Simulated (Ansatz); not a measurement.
# Sc3RhAu: the cost of one run

Computed with Ansatz 0.2.0 (DFT PBE, scalar-relativistic, plane waves, PAW, unless a step's input says otherwise).

## (1) The structure to begin with

It takes space group Pm-3m (No. 221, cubic). Conventional cell: a = 4.643 Å, b = 4.643 Å, c = 4.643 Å, α = 90.00°, β = 90.00°, γ = 90.00°. Sc (site symmetry 4/mmm) is surrounded by 2 Rh at 2.32 Å. Rh (site symmetry m-3m) is surrounded by 6 Sc at 2.32 Å. Around Au (site symmetry m-3m) lie 12 Sc at 3.28 Å.

Coordinates:

```cif
data_structure
_symmetry_space_group_name_H-M 'P 1'
_symmetry_Int_Tables_number 1
_cell_length_a 4.6428
_cell_length_b 4.6428
_cell_length_c 4.6428
_cell_angle_alpha 90.000
_cell_angle_beta 90.000
_cell_angle_gamma 90.000
_cell_volume 100.08
loop_
_atom_site_label
_atom_site_type_symbol
_atom_site_fract_x
_atom_site_fract_y
_atom_site_fract_z
_atom_site_occupancy
Sc1 Sc 0.50000 0.00000 0.00000 1
Sc2 Sc 0.00000 0.50000 0.00000 1
Sc3 Sc 0.00000 0.00000 0.50000 1
Rh1 Rh 0.00000 0.00000 0.00000 1
Au1 Au 0.50000 0.50000 0.50000 1
```

A structure generator made this guess: random cell by space group and Wyckoff sites (Pm-3m, No. 221). Lengths come from tabulated atomic sizes and are only a guess.

## (2) The guess as it stands, on a coarse mesh

input.yaml

```yaml
crystal:
  lattice:
    - [4.64283434, 0.0, 0.0]
    - [0.0, 4.64283434, 0.0]
    - [0.0, 0.0, 4.64283434]
  atoms:
    - { symbol: Sc, position: [0.5, 0.0, 0.0] }
    - { symbol: Sc, position: [0.0, 0.5, 0.0] }
    - { symbol: Sc, position: [0.0, 0.0, 0.5] }
    - { symbol: Rh, position: [0.0, 0.0, 0.0] }
    - { symbol: Au, position: [0.5, 0.5, 0.5] }
basis:
  ecutwfc: 420
kpoints:
  mp_grid: { grid: [4, 4, 4] }
hamiltonian:
  xc: pbe
scf:
  occupations: { method: gaussian, width: 0.1 }
  lower_state_search: "off"
output:
  forces: true
  stress: true
  eigenvalues: true
```

Command:

```
$ ansatz run input.yaml --threads 1 --pin off --max-ram 2048MiB --backend cpu --events-out ev --progress --plain --runs-dir out
```

Q: Estimate wall time and peak memory on 1 thread of Arm Neoverse V2, shared host.

About 2 s, with a peak of 0.37 GiB.
